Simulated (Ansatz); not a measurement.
Wanted: the native input for an Ansatz 0.2.0 run.

```yaml
Task: single point
Functional: PBEsol
Potentials_or_basis: Ansatz PAW earlier set
Cutoff: "760 eV (not typed: the program's choice for these potentials)"
k_mesh: 12 × 12 × 12
Occupations: fermi-dirac, width 0.05 eV
Spin: no spin polarisation
```

The system is BW.

```xyz
8
Lattice="-1.5575 1.5575 8.4650 1.5575 -1.5575 8.4650 1.5575 1.5575 -8.4650" Properties=species:S:1:pos:R:3 pbc="T T T"
W     0.0000    0.0000   13.5948
W     0.0000    1.5575    0.8973
W     0.0000    1.5575    7.5677
W     0.0000    0.0000    3.3352
B     0.0000    0.0000   10.9706
B     1.5575    0.0000    6.7381
B     1.5575    0.0000    1.7269
B     0.0000    0.0000    5.9594
```

One way to write it, as run:

input.yaml

```yaml
crystal:
  lattice:
    - [-1.5575, 1.5575, 8.465]
    - [1.5575, -1.5575, 8.465]
    - [1.5575, 1.5575, -8.465]
  atoms:
    - { symbol: W, position: [0.803, 0.803, 0.0] }
    - { symbol: W, position: [0.553, 0.053, 0.5] }
    - { symbol: W, position: [0.947, 0.447, 0.5] }
    - { symbol: W, position: [0.197, 0.197, 0.0] }
    - { symbol: B, position: [0.648, 0.648, 0.0] }
    - { symbol: B, position: [0.398, 0.898, 0.5] }
    - { symbol: B, position: [0.102, 0.602, 0.5] }
    - { symbol: B, position: [0.352, 0.352, 0.0] }
hamiltonian:
  xc: pbesol
  pseudopotentials: { kind: paw, source: ansatz }
kpoints:
  mp_grid: { grid: [12, 12, 12] }
scf:
  occupations: { method: fermi_dirac, width: 0.05 }
output:
  forces: true
  stress: true
  eigenvalues: true
```

Potentials or basis: Ansatz PAW earlier set.

Launch:

```bash
$ ansatz run input.yaml --threads 4 --pin off --max-ram 11264MiB --backend cpu --events-out ev --progress --plain --runs-dir out
```

It gave:

| Quantity | Value |
| --- | --- |
| Pressure | 3.3 GPa |
| Largest force | 2.052 eV/Å |
| Band gap on the k mesh | none (metal or under the smearing width) |

Caveat: the PAW data sets come from PBE, with cores solved anew for the run's functional, which leaves a small shift of forces and pressure; forces of over 1 eV/Å show positions far from the minimum, so gaps and moduli don't describe the material at rest.

Run time: 26 s on 4 threads of Intel(R) Xeon(R) Platinum 8488C (Sapphire Rapids) (shared host), peak memory 1.8 GiB.
